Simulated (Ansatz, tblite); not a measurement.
**The cluster Cd4S5: one state, many levels**

Aim: run the singlet of the cluster Cd4S5 at one geometry on many levels, and compare frontier levels, spin and run time.

Computed with Ansatz 0.2.0, Gaussian basis. Level: as each input shows.

The runs, in order: GFN1-xTB, GFN2-xTB, PBE-D4/def2-TZVP, r2SCAN-D4/def2-TZVP, B2PLYP/def2-TZVP, revPBE-D4/def2-TZVP, BHLYP-D4/def2-TZVP, PBE-D4/def2-SVP, PBE0-D4/def2-SVP, MP2/def2-SVP, RPA/def2-SVP.

2 further runs of the same task are left out: 2 set aside as unsound or not needed. Runs told in other sessions of the task aren't counted.

### Step 1. The relaxed structure

The geometry is that of the singlet, from an earlier relaxation (PBE-D4/def2-SVP). At that level it is the lowest of the isomers that a small search found.

9 atoms, charge 0, spin multiplicity 1.

Bond lengths: Cd1–S6 2.489 Å, Cd1–S7 2.601 Å, Cd1–S9 2.602 Å, Cd2–S7 2.584 Å, Cd2–S8 2.589 Å, Cd2–S9 2.584 Å, Cd3–S5 2.622 Å, Cd3–S8 2.594 Å, Cd3–S9 2.544 Å, Cd4–S5 2.622 Å, Cd4–S7 2.544 Å, Cd4–S8 2.594 Å, S5–S6 2.126 Å. Angles: S6–Cd1–S7 117.1°, S6–Cd1–S9 117.1°, S7–Cd1–S9 101.1°, S7–Cd2–S8 103.4°, S7–Cd2–S9 102.0°, S8–Cd2–S9 103.4°, S5–Cd3–S8 98.5°, S5–Cd3–S9 114.8°, S8–Cd3–S9 104.4°, S5–Cd4–S7 114.8°, S5–Cd4–S8 98.5°, S7–Cd4–S8 104.4°, Cd3–S5–Cd4 74.4°, Cd3–S5–S6 105.9°, Cd4–S5–S6 105.9°, Cd1–S6–S5 91.7°, Cd1–S7–Cd2 77.8°, Cd1–S7–Cd4 81.6° and more.

Geometry (Å):

```
Cd   -0.4388    0.7369   -1.7364
Cd   -1.6874    0.8527    1.2674
Cd   -0.3456   -1.8352    0.4276
Cd    1.4224    0.7177    1.0642
S     1.9868   -1.2259   -0.6027
S     1.5852   -0.4634   -2.5459
S    -0.0923    2.5291    0.1171
S    -0.0969   -0.6055    2.6979
S    -2.3333   -0.7064   -0.6892
```

Cd takes a core potential in the def2 sets. No spin-orbit coupling is included.

PBE0-D4/def2-TZVP was run before; its log isn't repeated, and its numbers join the tables.

### Step 2. GFN1-xTB

Tight binding, by tblite at 300 K electronic temperature and without a spin-polarisation term:

```python
tblite.interface.Calculator('GFN1-xTB', numbers, positions, charge=0, uhf=0).singlepoint()
```

Energy -598.5827 eV, HOMO -9.07 eV, LUMO -6.94 eV; 0.049 s.

### Step 3. GFN2-xTB

Tight binding, by tblite at 300 K electronic temperature and without a spin-polarisation term:

```python
tblite.interface.Calculator('GFN2-xTB', numbers, positions, charge=0, uhf=0).singlepoint()
```

Energy -511.1966 eV, HOMO -10.53 eV, LUMO -8.85 eV; 0.054 s.

### Step 4. PBE-D4/def2-TZVP

start.molden holds the orbitals of an earlier run on this state, given as this run's starting guess.

File in.yaml:

```yaml
crystal:
  periodic: [false, false, false]
  atoms:
    - {symbol: Cd, position_ang: [-0.438793, 0.736929, -1.736390]}
    - {symbol: Cd, position_ang: [-1.687425, 0.852665, 1.267400]}
    - {symbol: Cd, position_ang: [-0.345608, -1.835186, 0.427611]}
    - {symbol: Cd, position_ang: [1.422379, 0.717726, 1.064152]}
    - {symbol: S, position_ang: [1.986771, -1.225894, -0.602664]}
    - {symbol: S, position_ang: [1.585249, -0.463361, -2.545936]}
    - {symbol: S, position_ang: [-0.092333, 2.529074, 0.117133]}
    - {symbol: S, position_ang: [-0.096943, -0.605543, 2.697906]}
    - {symbol: S, position_ang: [-2.333306, -0.706410, -0.689211]}
basis:
  gaussian: {orbitals: def2-TZVP, initial_orbitals: start.molden}
hamiltonian: {xc: pbe, dispersion: d4}
scf: {omitted_lower_state_checks: [starts]}
output: {forces: true, orbitals: {seedname: orbitals}}
```

Command:

```console
$ ansatz run in.yaml --threads 4 --pin off --events-out ev --progress --plain --max-ram 4787MiB
```

The runs that follow: r2SCAN-D4/def2-TZVP; B2PLYP/def2-TZVP; revPBE-D4/def2-TZVP; BHLYP-D4/def2-TZVP; PBE-D4/def2-SVP; PBE0-D4/def2-SVP; MP2/def2-SVP; RPA/def2-SVP.

Q: Predict the results of all the runs planned. Wanted: gap in def2-TZVP, named functionals, smallest and largest; correlation energy, MP2/def2-SVP; binding an atom, functionals in def2-TZVP; PBE0 total energy, smallest basis above largest.

**Answer**, as computed:

| quantity | value |
| --- | --- |
| gap in def2-TZVP, named functionals, smallest and largest | 1.31 eV (PBE-D4), 4.53 eV (BHLYP-D4) |
| correlation energy, MP2/def2-SVP | -57.72 eV |
| binding an atom, functionals in def2-TZVP | 1.85 (B2PLYP) to 2.12 eV (r2SCAN-D4) |
| PBE0 total energy, smallest basis above largest | 22.78 eV (def2-SVP, def2-TZVP) |

Over the named functionals in def2-TZVP the gap runs from 1.31 eV (PBE-D4) to 4.53 eV (BHLYP-D4); exact exchange widens it.
